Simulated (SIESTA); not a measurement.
The system is CoPt2O2, a slab with vacuum.

```
Pt O Co
1.0
     2.82454    0.00000    0.00000
    -1.41227    2.44612    0.00000
     0.00000    0.00000   20.93939
Pt O Co
2 2 1
Direct
  0.66667 0.33333 0.35818
  0.33333 0.66667 0.64182
  0.66667 0.33333 0.45369
  0.33333 0.66667 0.54631
  0.00000 0.00000 0.50000
```

Alike in all runs: program SIESTA 5.4.2; functional PBE; potentials or basis PseudoDojo 0.4 standard (PBE files); basis DZP (energy shift 0.003 Ry; two zetas on semicore shells); grid cutoff 800 Ry; energy shift 0.003 Ry; k mesh 11 × 11 × 1; occupations fermi-dirac, width 0.05 eV.

Starts and where they ended:

```csv
start,free energy over the lowest (meV/atom),net moment (μB),site or absolute moments (μB),gap
"collinear spin, ferromagnetic start of up to 2 μB; fixed moment 1",0.0,1.00,Pt +0.24; O +0.04; Co +0.44,-
"collinear spin, ferromagnetic start of up to 2 μB; fixed moment 2",12.1,2.00,Pt +0.67; O +0.08; Co +0.49,-
"collinear spin, ferromagnetic start of up to 2 μB; fixed moment 0",5.0,0.00,-,-
```

All polarised runs hold their moment fixed, so the table maps the energy against it. A still lower state may exist.

Caveats: the cell is far from rest, so the order of the states can change on relaxing; the basis of atomic orbitals isn't converged, which shifts pressures, moduli and gaps; the total moment is fixed, so each spin has its own Fermi level; the moment is held away from its start (some runs); the starting moments collapsed, and a magnetic state may lie lower (some runs).
